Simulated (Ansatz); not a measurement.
**C₂H₇BO₂Te: one species, many methods**

Aim: compute C₂H₇BO₂Te with functionals from several rungs and with coupled cluster. The yardstick is the atomisation energy at the CCSD(T) limit.

Program: Ansatz 0.2.0, Gaussian basis. Level of theory: functionals in def2-TZVPP, the program's frozen cores in correlated methods. These are calculated values, not measurements.

Levels to be run: PBE-D4, r2SCAN-D4, PBE0-D4, B3LYP-D4, ωB97X-V, ωB97M-V, B2PLYP; CCSD(T)/def2-TZVPP; MP2/def2-QZVPP; extrapolation to the limit.

### 1 The geometry

The geometry comes from an earlier relaxation with PBE0-D4 in a triple-zeta def2 set; it is a stationary point, not always the lowest conformer. Te takes the def2 core potential; no spin-orbit term is included.

SMILES `CC[Te]B(O)O`, 13 atoms, charge 0, spin multiplicity 1.

Atoms are counted from 1 here; the program's logs count them from 0.

Bond lengths: C1–C2 1.515 Å, C1–H7 1.093 Å, C1–H8 1.095 Å, C1–H9 1.091 Å, C2–Te3 2.159 Å, C2–H10 1.092 Å, C2–H11 1.091 Å, Te3–B4 2.178 Å, B4–O5 1.363 Å, B4–O6 1.355 Å, O5–H12 0.959 Å, O6–H13 0.963 Å. Angles: C2–C1–H7 112.1°, C2–C1–H8 110.7°, C2–C1–H9 111.0°, H7–C1–H8 107.8°, H7–C1–H9 106.9°, H8–C1–H9 108.0°, C1–C2–Te3 114.2°, C1–C2–H10 112.7°, C1–C2–H11 111.4°, Te3–C2–H10 107.3°, Te3–C2–H11 104.3°, H10–C2–H11 106.4°, C2–Te3–B4 95.7°, Te3–B4–O5 124.1°, Te3–B4–O6 116.5°, O5–B4–O6 119.4°, B4–O5–H12 114.5°, B4–O6–H13 112.2°.

### 2 PBE-D4 (GGA)

File in.yaml:

```yaml
crystal:
  periodic: [false, false, false]
  atoms:
    - {symbol: C, position_ang: [0.652179, 1.756262, -0.126409]}
    - {symbol: C, position_ang: [-0.378802, 1.165686, 0.813377]}
    - {symbol: Te, position_ang: [0.213016, -0.705308, 1.713600]}
    - {symbol: B, position_ang: [-0.116364, -1.916248, -0.065998]}
    - {symbol: O, position_ang: [-0.619103, -1.431586, -1.236915]}
    - {symbol: O, position_ang: [0.201897, -3.230113, 0.029188]}
    - {symbol: H, position_ang: [0.877125, 1.089554, -0.962557]}
    - {symbol: H, position_ang: [0.299918, 2.707068, -0.540614]}
    - {symbol: H, position_ang: [1.593481, 1.942024, 0.393501]}
    - {symbol: H, position_ang: [-1.344637, 1.002316, 0.329661]}
    - {symbol: H, position_ang: [-0.567090, 1.824969, 1.661570]}
    - {symbol: H, position_ang: [-0.831550, -0.496757, -1.221421]}
    - {symbol: H, position_ang: [0.019929, -3.707858, -0.786993]}
basis:
  gaussian: {orbitals: def2-TZVPP}
hamiltonian: {xc: pbe, dispersion: d4}
output: {forces: true, orbitals: {seedname: orbitals}}
```

Command:

```bash
$ ansatz run in.yaml --threads 2 --pin off --events-out ev --progress --plain --max-ram 32768MiB --backend cuda --devices 0, --max-vram 18GiB
```

After this run come: r2SCAN-D4 (meta-GGA); PBE0-D4 (hybrid); B3LYP-D4 (hybrid); ωB97X-V (range-separated); ωB97M-V (range-separated); B2PLYP (double hybrid); CCSD(T) in def2-TZVPP; MP2 in def2-QZVPP.

Before running them: what should the planned runs give, taken together? Wanted: atomisation energy, CCSD(T)/CBS; farthest; mean size of error, hybrid; mean size of error, range-separated; gap, smallest and largest; T1 diagnostic; triples share of the correlation energy.

As calculated:

```
                               quantity                                           value
        atomisation energy, CCSD(T)/CBS                                       52.836 eV
    functionals within 0.528 eV (1.0 %)  r2SCAN-D4, PBE0-D4, B3LYP-D4, ωB97X-V, ωB97M-V
                               farthest                              PBE-D4 (+1.044 eV)
             mean size of error, hybrid                                        0.142 eV
    mean size of error, range-separated                                        0.164 eV
              gap, smallest and largest             3.91 eV (PBE-D4), 9.91 eV (ωB97X-V)
                          T1 diagnostic                                          0.0115
triples share of the correlation energy                                           3.4 %
```

In words: PBE-D4 misses by +1.044 eV. Double hybrids carry the basis error of their MP2 part in triple zeta, and no dispersion term here, so their miss is partly the set-up's. The reference freezes the cores and leaves out spin-orbit coupling and excitations past (T), and its outer-core shells are covered unevenly, so misses under about 0.528 eV can't be ranked. All levels share the lack of spin-orbit coupling, which lowers the free heavy atoms and so the true binding. Hartree-Fock recovers 72 % of the binding; the rest is correlation. Orbital gaps span 3.9 to 9.9 eV; exact exchange widens them. Correlated methods include outer-core shells of Te, which these sets cover unevenly.
